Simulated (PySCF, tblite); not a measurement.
# C5H11FSi: geometry, infrared bands and NMR shifts

Wanted: the infrared bands and NMR shifts of C5H11FSi (`C/C=C(/F)[SiH2]CC`), by calculation.

Computed with tblite 0.8.0 and PySCF 2.14.0, with density-fitted response routines of our own, on a single molecule in the gas phase. Atoms count from 0, in the outputs and in this text.

**1. The molecule as given**

18 atoms, charge 0, multiplicity 1; geometry from: force field or distance geometry start.

Bonds of the start (Å): C0–C1 1.50, C1–C2 1.35, C2–F3 1.37, C2–Si4 1.80, Si4–C5 1.84, C5–C6 1.54, C0–H7 1.10, C0–H8 1.10, C0–H9 1.14, C1–H10 1.10, Si4–H11 1.48, Si4–H12 1.49, C5–H13 1.12, C5–H14 1.12, C6–H15 1.12, C6–H16 1.10, C6–H17 1.12.

**2. Geometry optimisation with GFN2-xTB**

The job: settings as JSON, then the geometry in Å.

```
{"job": {"kind": "relax", "xc": "GFN2-xTB", "basis": "xTB"}, "charge": 0, "multiplicity": 1}
C     -2.024900     0.819000    -0.099700
C     -2.277600    -0.633400    -0.362200
C     -1.229000    -1.476000    -0.323800
F     -1.511900    -2.790100    -0.574100
Si     0.477800    -0.997100     0.001500
C      1.029400     0.617900    -0.696600
C      2.544600     0.678900    -0.416900
H     -1.494600     1.020600     0.844100
H     -1.618900     1.332200    -0.983200
H     -3.077400     1.237900     0.024800
H     -3.280400    -1.027500    -0.558300
H      0.848700    -1.011100     1.429800
H      1.323000    -2.028900    -0.654600
H      0.907800     0.664600    -1.806300
H      0.629800     1.524200    -0.180700
H      2.804800    -0.129400     0.318200
H      3.134000     0.572700    -1.341200
H      2.806200     1.631800     0.102700
```

Run with:

```console
> OMP_NUM_THREADS=1 python probes_run.py task.json out
```

The driver reads the jobs from task.json and runs them one after another.

**Question.** This job is followed by: GFN2-xTB harmonic vibrations, gas phase; GIAO PBE0/pcSseg-1 NMR shielding, non-relativistic, gas phase. What will the session give for the following? strongest single infrared mode (GFN2-xTB); zero-point energy (GFN2-xTB); 13C shifts against TMS (PBE0/pcSseg-1); 1H shifts against TMS (PBE0/pcSseg-1, means over atoms taken as alike); 19F shifts against CFCl3 (PBE0/pcSseg-1); 29Si shifts against TMS (PBE0/pcSseg-1).

The runs gave:

```
                                                              quantity                              value
                             strongest single infrared mode (GFN2-xTB)              2206 cm⁻¹, 311 km/mol
                                          zero-point energy (GFN2-xTB)                      89.5 kcal/mol
                                13C shifts against TMS (PBE0/pcSseg-1)  171.9, 127.7, 15.5, 11.2, 8.0 ppm
1H shifts against TMS (PBE0/pcSseg-1, means over atoms taken as alike)   6.24, 4.38, 1.78, 1.15, 1.01 ppm
                              19F shifts against CFCl3 (PBE0/pcSseg-1)                         -100.1 ppm
                               29Si shifts against TMS (PBE0/pcSseg-1)                          -48.1 ppm
```

Relaxing lowered the energy by 0.778 eV in 203 steps; the close pair that moved most is C2–Si4, from 1.802 to 1.898 Å. No mode is imaginary among the 48: a minimum at this level. The strongest single mode, at 2206 cm⁻¹, moves mainly H11. GFN2-xTB is a fitted tight-binding method: band positions and strengths are rough. Its intensities can rank the bands wrongly. The most deshielded hydrogen is H10 (hydrogen on an alkene CH), at 6.24 ppm: attached to an sp2 carbon and in the plane of the double bond. At PBE0/pcSseg-1: The largest span, 208 ppm, is at C1, where the paramagnetic term is -198 ppm.
